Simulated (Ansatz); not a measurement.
**CH5GeS radical: up Jacob's ladder to CCSD(T)**

How much do the methods differ for CH5GeS radical? The plan is to run it at one geometry with functionals of several rungs and with coupled cluster. The yardstick is the atomisation energy at the CCSD(T) limit.

Method: functionals in def2-TZVPP, the program's frozen cores in correlated methods; program: Ansatz 0.2.0, Gaussian basis.

The runs, in order: LDA (SPW92), PBE-D4, revPBE-D4, BLYP-D4, r2SCAN-D4, B97M-V, PBE0-D4, B3LYP-D4, r2SCANh-D4, r2SCAN0-D4, HSE06-D4, BHLYP-D4, CAM-B3LYP-D4, LC-ωPBE, ωB97X-V, ωB97M-V, B2PLYP, PBE-QIDH; CCSD(T)/def2-SVP; CCSD(T)/def2-TZVPP; MP2/def2-QZVPP; extrapolation to the limit; RPA on PBE.

### 1 The geometry

All runs share one geometry, relaxed beforehand with PBE0-D4 in a triple-zeta def2 set.

SMILES `C[S][GeH2]`, 8 atoms, charge 0, spin multiplicity 2.

Atoms are counted from 1 here; the program's logs count them from 0.

Bond lengths: C1–S2 1.812 Å, C1–H4 1.089 Å, C1–H5 1.090 Å, C1–H6 1.090 Å, S2–Ge3 2.207 Å, Ge3–H7 1.554 Å, Ge3–H8 1.546 Å. Angles: S2–C1–H4 111.0°, S2–C1–H5 111.1°, S2–C1–H6 106.7°, H4–C1–H5 110.0°, H4–C1–H6 108.8°, H5–C1–H6 109.0°, C1–S2–Ge3 100.5°, S2–Ge3–H7 108.4°, S2–Ge3–H8 105.4°, H7–Ge3–H8 110.7°.

### 2 LDA

This LDA is Slater exchange with PW92 correlation.

File in.yaml:

```yaml
crystal:
  periodic: [false, false, false]
  atoms:
    - {symbol: C, position_ang: [-0.638755, 1.117072, -0.402116]}
    - {symbol: S, position_ang: [-0.851676, -0.165660, 0.859555]}
    - {symbol: Ge, position_ang: [0.635302, -1.648882, 0.181677]}
    - {symbol: H, position_ang: [-0.953794, 0.758653, -1.381499]}
    - {symbol: H, position_ang: [0.395589, 1.457808, -0.444751]}
    - {symbol: H, position_ang: [-1.275792, 1.952154, -0.111131]}
    - {symbol: H, position_ang: [1.964601, -0.906342, -0.127144]}
    - {symbol: H, position_ang: [0.816726, -2.622005, 1.369510]}
basis:
  gaussian: {orbitals: def2-TZVPP}
magnetization: {spin_polarized: true, initial_magnetization: 1}
hamiltonian: {xc: lda}
output: {orbitals: {seedname: orbitals}}
```

The runs that follow: PBE-D4 (GGA); revPBE-D4 (GGA); BLYP-D4 (GGA); r2SCAN-D4 (meta-GGA); B97M-V (meta-GGA); PBE0-D4 (hybrid); B3LYP-D4 (hybrid); r2SCANh-D4 (hybrid); r2SCAN0-D4 (hybrid); HSE06-D4 (hybrid); BHLYP-D4 (hybrid); CAM-B3LYP-D4 (range-separated); LC-ωPBE-D4 (range-separated); ωB97X-V (range-separated); ωB97M-V (range-separated); B2PLYP (double hybrid); PBE-QIDH (double hybrid); CCSD(T) in def2-SVP; CCSD(T) in def2-TZVPP; MP2 in def2-QZVPP; RPA on PBE orbitals.

Before running them: what should the planned runs give, taken together? Wanted: atomisation energy, CCSD(T)/CBS; farthest beyond LDA; mean size of error, GGA; mean size of error, meta-GGA; mean size of error, hybrid; mean size of error, range-separated; mean size of error, double hybrid; gap, smallest and largest; T1 diagnostic.

As calculated:

```
                               quantity                                                                                                                         value
        atomisation energy, CCSD(T)/CBS                                                                                                                     25.226 eV
    functionals within 0.252 eV (1.0 %)  revPBE-D4, BLYP-D4, r2SCAN-D4, PBE0-D4, B3LYP-D4, r2SCANh-D4, r2SCAN0-D4, HSE06-D4, CAM-B3LYP-D4, ωB97X-V, ωB97M-V, PBE-QIDH
                    farthest beyond LDA                                                                                                          BHLYP-D4 (-0.559 eV)
                mean size of error, GGA                                                                                                                      0.215 eV
           mean size of error, meta-GGA                                                                                                                      0.300 eV
             mean size of error, hybrid                                                                                                                      0.142 eV
    mean size of error, range-separated                                                                                                                      0.118 eV
      mean size of error, double hybrid                                                                                                                      0.244 eV
              gap, smallest and largest                                                                                      0.77 eV (LDA (SPW92)), 7.86 eV (LC-ωPBE)
                          T1 diagnostic                                                                                                                        0.0146
triples share of the correlation energy                                                                                                                         4.0 %
```

LDA overbinds by 3.585 eV (14 %). PBE-D4 is off by +0.353 eV. Double hybrids carry the basis error of their MP2 part in triple zeta, and no dispersion term here, so their miss is partly the set-up's. The rungs range-separated, hybrid, GGA, double hybrid miss on average by less than the doubt on the reference (0.252 eV), so they tie. Misses under about 0.252 eV are within the doubt on the reference itself, which lacks core-valence correlation, relativity and higher excitations, and its outer-core shells are covered unevenly. Hartree-Fock recovers 73 % of the binding; the rest is correlation. CCSD(T) in def2-SVP is off by -1.623 eV, so the small basis spoils what the method gains. Orbital gaps span 0.8 to 7.9 eV; exact exchange widens them. Correlated methods include outer-core shells of Ge, which these sets cover unevenly.
